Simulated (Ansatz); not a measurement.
# BrClH2Si: the cost of one run

Computed with Ansatz 0.2.0, Gaussian basis. Level: PBE0-D4/def2-TZVP structures, single points in def2-TZVPP, no counterpoise correction.

Levels: SPW92, PBE-D4, BLYP-D4, r2SCAN-D4, B97M-V, PBE0-D4, B3LYP-D4, r2SCAN0-D4, BHLYP-D4, CAM-B3LYP-D4, wB97X-V, wB97M-V, B2PLYP, PBE-QIDH, RPA on PBE, Hartree-Fock, MP2, CCSD, CCSD(T).

Cores are frozen in the correlated methods. Filled d shells of the heavier atoms are correlated. B3LYP uses VWN-RPA correlation. B2PLYP carries no dispersion term here.

94 further runs of the same task are left out: 94 set aside as unsound or not needed. Runs told in other sessions of the task aren't counted.

## 1. The system as given

The complex: 9 atoms, charge 0, spin multiplicity 1.

Atoms are counted from 1 here; the program's logs count them from 0.

Bond lengths: Si1–N2 1.910 Å, Si1–H3 1.469 Å, Si1–H4 1.468 Å, Si1–Cl5 2.198 Å, Si1–Br7 2.445 Å, N2–H6 1.019 Å, N2–H8 1.019 Å, N2–H9 1.019 Å. Angles: N2–Si1–H3 115.5°, N2–Si1–H4 114.7°, N2–Si1–Cl5 87.1°, N2–Si1–Br7 83.0°, H3–Si1–H4 129.4°, H3–Si1–Cl5 93.9°, H3–Si1–Br7 90.1°, H4–Si1–Cl5 94.2°, H4–Si1–Br7 90.4°, Cl5–Si1–Br7 170.1°, Si1–N2–H6 108.7°, Si1–N2–H8 111.0°, Si1–N2–H9 108.6°, H6–N2–H8 111.8°, H6–N2–H9 105.9°, H8–N2–H9 110.8°.

As a file:

```xyz
9
BrClH5NSi
Si   -0.4967    0.4616   -0.5459
N     0.5468   -0.6453    0.6099
H    -1.7286    1.0051    0.0402
H     0.1269    0.7556   -1.8424
Cl   -1.4678   -1.3805   -1.2503
H     1.5318   -0.4252    0.4705
Br    0.7959    2.2545    0.4998
H     0.3526   -1.6319    0.4435
H     0.3393   -0.3936    1.5748
```

Its parts: BrClH2Si holds atoms 1, 3, 4, 5, 7; NH3 holds atoms 2, 6, 8, 9. Each part counts its atoms afresh in its own runs.

## 2. Relaxing BrClH2Si alone

relax-a/in.yaml

```yaml
crystal:
  periodic: [false, false, false]
  atoms:
    - {symbol: Si, position_ang: [-0.496657, 0.461613, -0.545874]}
    - {symbol: H, position_ang: [-1.728608, 1.005107, 0.040216]}
    - {symbol: H, position_ang: [0.126889, 0.755599, -1.842421]}
    - {symbol: Cl, position_ang: [-1.467837, -1.380502, -1.250330]}
    - {symbol: Br, position_ang: [0.795905, 2.254493, 0.499781]}
basis:
  gaussian: {orbitals: def2-TZVP}
hamiltonian: {xc: pbe0, dispersion: d4}
relax: {f_tol: 0.005, max_steps: 200}
```

The run is started by

```
$ ansatz run in.yaml --threads 8 --pin off --events-out ev --progress --plain --max-ram 19148MiB
```

**Question.** How long does this run take on 8 threads of Intel Xeon Platinum 8488C, shared host?

About 9.5 s.
